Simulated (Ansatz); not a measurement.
# C2H6BrNSi: basis-set convergence

How large a basis does C2H6BrNSi need? Two functionals are run in growing sets.

Program: Ansatz 0.2.0, Gaussian basis. Level of theory: one geometry, several basis sets. These are calculated values, not measurements.

Plan: PBE0-D4/def2-SVP; ωB97M-V/def2-SVP; PBE0-D4/def2-QZVPP; ωB97M-V/def2-QZVPP; the functionals' def2-TZVPP values are taken from earlier runs.

## (1) The geometry

An earlier PBE0-D4 in a triple-zeta def2 set relaxation fixed the geometry.

SMILES `C[Si]1(Br)CN1`, 11 atoms, charge 0, spin multiplicity 1.

Atoms are counted from 1 here; the program's logs count them from 0.

Bond lengths: C1–Si2 1.851 Å, C1–H6 1.092 Å, C1–H7 1.092 Å, C1–H8 1.092 Å, Si2–Br3 2.212 Å, Si2–C4 1.822 Å, Si2–N5 1.695 Å, C4–N5 1.505 Å, C4–H9 1.091 Å, C4–H10 1.087 Å, N5–H11 1.007 Å. Angles: Si2–C1–H6 110.7°, Si2–C1–H7 110.4°, Si2–C1–H8 109.7°, H6–C1–H7 108.1°, H6–C1–H8 109.0°, H7–C1–H8 108.9°, C1–Si2–Br3 109.7°, C1–Si2–C4 123.2°, C1–Si2–N5 123.5°, Br3–Si2–C4 122.3°, Br3–Si2–N5 115.9°, C4–Si2–N5 50.5°, Si2–C4–N5 60.4°, Si2–C4–H9 118.0°, Si2–C4–H10 124.2°, N5–C4–H9 116.8°, N5–C4–H10 114.1°, H9–C4–H10 112.7° and more.

## (2) PBE0-D4 in def2-SVP

File in.yaml:

```yaml
crystal:
  periodic: [false, false, false]
  atoms:
    - {symbol: C, position_ang: [-1.091657, -0.989265, 0.831525]}
    - {symbol: Si, position_ang: [0.489599, -0.208053, 0.268211]}
    - {symbol: Br, position_ang: [2.178850, -1.012950, 1.447428]}
    - {symbol: C, position_ang: [0.563070, 1.413921, -0.557559]}
    - {symbol: N, position_ang: [0.826063, 0.162459, -1.351456]}
    - {symbol: H, position_ang: [-1.244301, -0.824627, 1.899819]}
    - {symbol: H, position_ang: [-1.068965, -2.066816, 0.655011]}
    - {symbol: H, position_ang: [-1.930999, -0.557906, 0.281752]}
    - {symbol: H, position_ang: [-0.376814, 1.932032, -0.753179]}
    - {symbol: H, position_ang: [1.412195, 2.090738, -0.500465]}
    - {symbol: H, position_ang: [0.308459, 0.003569, -2.200587]}
basis:
  gaussian: {orbitals: def2-SVP}
hamiltonian: {xc: pbe0, dispersion: d4}
output: {orbitals: {seedname: orbitals}}
```

Command:

```
$ ansatz run in.yaml --threads 4 --pin off --events-out ev --progress --plain --max-ram 10444MiB
```

Further steps of the session: ωB97M-V in def2-SVP; PBE0-D4 in def2-QZVPP; ωB97M-V in def2-QZVPP.

Q: Predict the results of all the runs planned. Wanted: PBE0-D4: double and triple zeta above quadruple; ωB97M-V: double and triple zeta above quadruple.

As calculated:

```
                                       quantity           value
PBE0-D4: double and triple zeta above quadruple  17.55, 1.92 eV
ωB97M-V: double and triple zeta above quadruple  17.63, 1.84 eV
```

**Reading.** For PBE0-D4 the step from double to triple zeta gains 15.63 eV and the next only 1.92 eV. These are total energies; as a rule much of such shifts cancels in differences, which this series doesn't test. The LUMO of ωB97M-V is positive and keeps falling with the basis (2.61 to 1.38 eV): an unbound level that the basis holds in place.
